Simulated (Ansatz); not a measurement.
**CH5ClOSi: one species, many methods**

An exercise on one series of results from a longer session: the logs are not shown, and one member is left open.

Computed with Ansatz 0.2.0, Gaussian basis. Level: functionals in def2-TZVPP, the program's frozen cores in correlated methods.

The runs, in order: LDA (SPW92), PBE-D4, revPBE-D4, BLYP-D4, r2SCAN-D4, B97M-V, PBE0-D4, B3LYP-D4, r2SCANh-D4, r2SCAN0-D4, HSE06-D4, BHLYP-D4, CAM-B3LYP-D4, LC-ωPBE, ωB97X-V, ωB97M-V, B2PLYP, PBE-QIDH; CCSD(T)/def2-SVP; CCSD(T)/def2-TZVPP; MP2/def2-QZVPP; extrapolation to the limit; RPA on PBE.

### The relaxed structure

All runs share one geometry, relaxed beforehand with PBE0-D4 in a triple-zeta def2 set.

SMILES `OC([SiH3])Cl`, 9 atoms, charge 0, spin multiplicity 1.

Atoms are counted from 1 here; the program's logs count them from 0.

Bond lengths: O1–C2 1.378 Å, O1–H5 0.963 Å, C2–Si3 1.902 Å, C2–Cl4 1.826 Å, C2–H6 1.094 Å, Si3–H7 1.481 Å, Si3–H8 1.483 Å, Si3–H9 1.486 Å. Angles: C2–O1–H5 109.7°, O1–C2–Si3 109.8°, O1–C2–Cl4 111.8°, O1–C2–H6 112.6°, Si3–C2–Cl4 106.8°, Si3–C2–H6 112.4°, Cl4–C2–H6 103.1°, C2–Si3–H7 108.6°, C2–Si3–H8 107.9°, C2–Si3–H9 108.9°, H7–Si3–H8 111.1°, H7–Si3–H9 110.5°, H8–Si3–H9 109.8°.

The first run:

Contents of in.yaml:

```yaml
crystal:
  periodic: [false, false, false]
  atoms:
    - {symbol: O, position_ang: [0.338512, 1.554730, -0.428564]}
    - {symbol: C, position_ang: [-0.474762, 0.481059, -0.135483]}
    - {symbol: Si, position_ang: [0.581901, -0.989971, 0.443696]}
    - {symbol: Cl, position_ang: [-1.404950, -0.083429, -1.601611]}
    - {symbol: H, position_ang: [-0.202273, 2.319660, -0.653474]}
    - {symbol: H, position_ang: [-1.264591, 0.733290, 0.578483]}
    - {symbol: H, position_ang: [1.509723, -1.363903, -0.648264]}
    - {symbol: H, position_ang: [-0.335005, -2.108351, 0.770447]}
    - {symbol: H, position_ang: [1.339946, -0.589487, 1.657569]}
basis:
  gaussian: {orbitals: def2-TZVPP}
hamiltonian: {xc: lda}
output: {orbitals: {seedname: orbitals}}
```

Started as:

```sh
> ansatz run in.yaml --threads 2 --pin off --events-out ev --progress --plain --max-ram 4352MiB
```

Among the steps run: LDA; PBE-D4 (GGA); revPBE-D4 (GGA); BLYP-D4 (GGA); r2SCAN-D4 (meta-GGA); B97M-V (meta-GGA); B3LYP-D4 (hybrid); r2SCANh-D4 (hybrid); r2SCAN0-D4 (hybrid); HSE06-D4 (hybrid); BHLYP-D4 (hybrid); CAM-B3LYP-D4 (range-separated); LC-ωPBE (range-separated); ωB97X-V (range-separated); ωB97M-V (range-separated); B2PLYP (double hybrid); PBE-QIDH (double hybrid).

One of the session's tables, all rows but one given; the rest of the session is left out.

It belongs to the step «Frontier levels by functional». 

| functional | HOMO (eV) | gap (eV) |
| --- | --- | --- |
| LDA (SPW92) | -6.86 | 5.74 |
| PBE-D4 | -6.74 | 5.84 |
| revPBE-D4 | -6.70 | 5.88 |
| BLYP-D4 | -6.63 | 5.82 |
| r2SCAN-D4 | -7.05 | 6.46 |
| B97M-V | -7.20 | 6.47 |
| PBE0-D4 | -8.13 | 8.17 |
| B3LYP-D4 | -7.90 | 7.68 |
| r2SCANh-D4 | -7.56 | 7.32 |
| r2SCAN0-D4 | -8.32 | 8.59 |
| HSE06-D4 | -7.72 | 7.39 |
| BHLYP-D4 | -9.41 | 10.31 |
| CAM-B3LYP-D4 | -9.53 | 10.55 |
| LC-ωPBE | -10.91 | 13.16 |
| ωB97X-V | -10.55 | 12.64 |
| ωB97M-V | ? | ? |

**Question.** Estimate the row for ωB97M-V.

**Answer.** HOMO (eV): -10.40; gap (eV): 12.15. In the column «HOMO (eV)» it lies between ωB97X-V (-10.55) and CAM-B3LYP-D4 (-9.53).
